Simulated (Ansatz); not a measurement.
# Cu: a test of stability by relaxation

The task, for Cu: disturb the structure and relax it again.

Program: Ansatz 0.2.0. Level of theory: DFT PBEsol, scalar-relativistic, plane waves, PAW. These are calculated values, not measurements.

1 further run of the same task is left out (set aside as unsound or not needed).

**1. Starting point**

The structure is orthorhombic, space group Cmcm (No. 63). The conventional cell has a = 2.430 Å, b = 7.920 Å, c = 2.468 Å, α = 90.00°, β = 90.00°, γ = 90.00°. Cu (site symmetry m2m) is surrounded by 10 Cu at 2.43 to 2.53 Å.

Coordinates:

```cif
data_structure
_symmetry_space_group_name_H-M 'P 1'
_symmetry_Int_Tables_number 1
_cell_length_a 4.1420
_cell_length_b 4.1420
_cell_length_c 2.4677
_cell_angle_alpha 90.000
_cell_angle_beta 90.000
_cell_angle_gamma 145.890
_cell_volume 23.74
loop_
_atom_site_label
_atom_site_type_symbol
_atom_site_fract_x
_atom_site_fract_y
_atom_site_fract_z
_atom_site_occupancy
Cu1 Cu 0.13385 0.86615 0.25000 1
Cu2 Cu 0.86615 0.13385 0.75000 1
```

It goes back to an entry of the Materials Project, which need not be the stable form.

This cell was relaxed beforehand with the same method: volume 11.87 Å³/atom, gap on the mesh none (metal).

**2. The reference cell**

Reference values: F = -13177.2278 eV; pressure 0.05 GPa; largest force 0.002 eV/Å; gap on the mesh none (metal). It was computed beforehand with the settings of the runs below.

**3. The disturbance**

All atoms moved at random, sigma 0.02 Å a component. Displacements in the unstrained cell, with the mean shift removed:

```csv
atom,ux (Å),uy (Å),uz (Å)
Cu1,-0.018,0.000,0.009
Cu2,0.018,0.000,-0.009
```

**4. Single point of the disturbed structure**

input.yaml

```yaml
crystal:
  lattice:
    - [1.2147975456, -3.9598457502, 0.0]
    - [1.2147975456, 3.9598457502, 0.0]
    - [0.0, 0.0, 2.4677050577]
  atoms:
    - { symbol: Cu, position: [0.1264709797, 0.8588272892, 0.2536728326] }
    - { symbol: Cu, position: [0.8735290203, 0.1411727108, 0.7463271674] }
basis:
  ecutwfc: 420
kpoints:
  mp_grid: { grid: [14, 14, 14] }
hamiltonian:
  xc: pbesol
scf:
  occupations: { method: gaussian, width: 0.15 }
output:
  forces: true
  stress: true
  eigenvalues: true
```

Run with:

```bash
> ansatz run input.yaml --threads 1 --pin off --max-ram 2560MiB --backend cpu --events-out ev --progress --plain --runs-dir out
```

The session goes on with these runs: relaxing from there.

Q: Predict the outcome of this session. Wanted: end of the relaxation, from the reference; final space group; volume change.

As calculated:

| quantity | value |
| --- | --- |
| cost of the disturbance | 0.6 meV/atom |
| end of the relaxation, from the reference | -161.2 meV/atom |
| final space group | Fm-3m (tolerance 0.05 Å; reference Cmcm) |
| volume change | -4.66 % |

In words: It ends 161.2 meV/atom below the reference in Fm-3m: the more symmetric structure was not the lowest nearby.
